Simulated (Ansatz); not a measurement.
**NbCu under changes of volume**

One of the cells (16.821 Å³/atom); the others are scaled copies at fixed shape and fractional positions:

```
Nb Cu
1.0
     0.00000    2.56221    2.56221
     2.56221    0.00000    2.56221
     2.56221    2.56221    0.00000
Nb Cu
1 1
Direct
  0.00000 0.00000 0.00000
  0.50000 0.50000 0.50000
```

The cell was built by a generator and needn't be a form met in nature.

```yaml
Program: Ansatz 0.2.0
Functional: PBE
Potentials_or_basis: Ansatz PAW
Cutoff: "420 eV (not typed: the program's choice for these potentials)"
k_mesh: 9 × 9 × 9
Occupations: fermi-dirac, width 0.05 eV
Spin: no spin polarisation
```

```csv
volume (Å³/atom),energy over the lowest point (meV/atom),pressure (GPa)
15.811,?,?
16.148,12.81,6.4
16.484,3.03,3.0
16.821,0.00,0.0
17.157,3.04,-2.7
17.494,11.49,-5.2
17.830,24.80,-7.3
```

Task: What does the run at 15.811 Å³/atom give?

Result: Energy over the lowest point 30.12 meV/atom; pressure 10.2 GPa.

Worked out: A Birch-Murnaghan fit of order 3 (a polynomial in V^(-2/3)) to the other rows has its minimum at 16.81 Å³/atom with B0 = V·E''(V) = 144 GPa and B' = 4.5. It gives 30.19 meV/atom at 15.811 Å³/atom, against the run's 30.12, and -dE/dV = 10.2 GPa, against 10.2.

Energies are extrapolated to zero smearing.
